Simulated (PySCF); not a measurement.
# C3H4O4: the cost of one run

Computed with PySCF 2.14.0, with density-fitted response routines of our own, on a single molecule, in the gas phase or a continuum. Atoms count from 0, in the outputs and in this text.

## (1) The molecule as given

11 atoms, charge 0, multiplicity 1; geometry from: GFN2-xTB. The atoms were then displaced at random by about 0.01 Å, so the start is not that level's minimum.

Bonds of the start (Å): O0–C1 1.20, C1–O2 1.32, O2–C3 1.46, C3–C4 1.49, C4–O5 1.20, C4–O6 1.35, C1–H7 1.09, C3–H8 1.12, C3–H9 1.08, O6–H10 0.96.

## (2) Relaxing the molecule at PBE0-D3(BJ)/def2-SVP

What the job is given:

```
{"job": {"xc": "PBE0", "basis": "def2-SVP", "d3": "d3bj", "grid": 1, "shake": 0.01, "kind": "geom"}, "charge": 0, "multiplicity": 1}
O     -1.592490     0.800790     1.098960
C     -1.817600     0.633750    -0.068840
O     -1.155740    -0.193130    -0.862450
C      0.014720    -0.824550    -0.261120
C      1.110850     0.163500    -0.048310
O      1.099890     1.312650    -0.406030
O      2.135880    -0.402450     0.614730
H     -2.598120     1.115030    -0.661000
H     -0.290970    -1.255190     0.731040
H      0.302390    -1.615050    -0.931840
H      2.829290     0.238820     0.779210
```

The run is started by

```bash
$ OMP_NUM_THREADS=1 python probes_run.py task.json out
```

The driver reads the jobs from task.json and runs them one after another.

**Question.** How long does this first job take on 1 thread of Arm Neoverse V1, shared host, and how much memory does it need?

About 47 s, with a peak of 0.51 GiB.
